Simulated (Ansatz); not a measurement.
**GeAsH5+ (doublet): wave-function methods side by side, cc-pVDZ**

How much of the correlation energy of GeAsH5+ (doublet) does each wave-function method recover here?

Method: cc-pVDZ, core rule «outside noble gas», up to 28 orbitals frozen; program: Ansatz 0.2.0, Gaussian basis.

To be run: UHF; CCSD(T) on ROHF; CCSD(T) on UHF; BCCD(T) on ROHF; CISD; CCSDT(Q) on ROHF; CCSDT(Q) on UHF.

6 further runs of the same task are left out: 6 set aside as unsound or not needed.

### 1 The system

The geometry is a PBE0/def2-TZVP stationary point (not a proven minimum) of the parent state, kept for this charge and spin. No spin-orbit coupling is included. The filled d shell of Ge, As may be among the frozen orbitals whatever the setting's name suggests; the logs give the count.

7 atoms, charge 1, spin multiplicity 2.

Atoms are counted from 1 here; the program's logs count them from 0.

Bond lengths: Ge1–As2 2.414 Å, Ge1–H3 1.535 Å, Ge1–H4 1.537 Å, Ge1–H5 1.537 Å, As2–H6 1.679 Å, As2–H7 1.670 Å. Angles: As2–Ge1–H3 109.9°, As2–Ge1–H4 109.1°, As2–Ge1–H5 109.1°, H3–Ge1–H4 110.0°, H3–Ge1–H5 110.0°, H4–Ge1–H5 108.9°, Ge1–As2–H6 94.6°, Ge1–As2–H7 91.6°, H6–As2–H7 173.7°.

### 2 UHF

File in.yaml:

```yaml
crystal:
  periodic: [false, false, false]
  atoms:
    - {symbol: Ge, position_ang: [0.000000, 0.002482, 1.208209]}
    - {symbol: As, position_ang: [0.000000, -0.002052, -1.205799]}
    - {symbol: H, position_ang: [0.000000, 1.446730, 1.727162]}
    - {symbol: H, position_ang: [-1.250506, -0.736399, 1.711615]}
    - {symbol: H, position_ang: [1.250506, -0.736399, 1.711615]}
    - {symbol: H, position_ang: [0.000000, 1.671226, -1.344022]}
    - {symbol: H, position_ang: [0.000000, -1.671527, -1.250582]}
basis:
  gaussian: {orbitals: cc-pVDZ}
total_charge: 1
magnetization: {spin_polarized: true, initial_magnetization: 1}
hamiltonian: {xc: hf}
output: {orbitals: {seedname: orbitals}}
```

On the command line:

```
$ ansatz run in.yaml --threads 1 --pin off --events-out ev --progress --plain --max-ram 4096MiB --backend cpu
```

After this run come: CCSD(T) on ROHF; CCSD(T) on UHF; BCCD(T) on ROHF; CISD; CCSDT(Q) on ROHF; CCSDT(Q) on UHF.

Q: Predict the results of all the runs planned. Wanted: UCCSDT(Q) from the RHF energy; RMP2 from UCCSDT(Q); UMP2 from UCCSDT(Q); RCCSD from UCCSDT(Q); RCCSD(T) from UCCSDT(Q); UCCSD(T) from UCCSDT(Q); RCCSDT(Q) from UCCSDT(Q); T1 diagnostic.

**Answer**, as computed:

| quantity | value |
| --- | --- |
| UCCSDT(Q) from the ROHF energy | -7.1378 eV |
| RMP2 from UCCSDT(Q) | +1576.7 meV |
| UMP2 from UCCSDT(Q) | +1647.0 meV |
| RCCSD from UCCSDT(Q) | +245.3 meV |
| RCCSD(T) from UCCSDT(Q) | +52.4 meV |
| UCCSD(T) from UCCSDT(Q) | +52.2 meV |
| RCCSDT(Q) from UCCSDT(Q) | +3.4 meV |
| levels within 1 kcal/mol (43 meV) | RCCSDT, UCCSDT, RCCSDT(Q) |
| T1 diagnostic | 0.021 |

In words: RCCSD(T) lands +52.4 meV from the yardstick (0.7 % of the correlation energy). These misses are within one basis, not against nature; the frozen cores of restricted and unrestricted runs differ, which can shift their rows.

With open shells the CI space here admits some triples and quadruples, so it is larger than plain CISD.
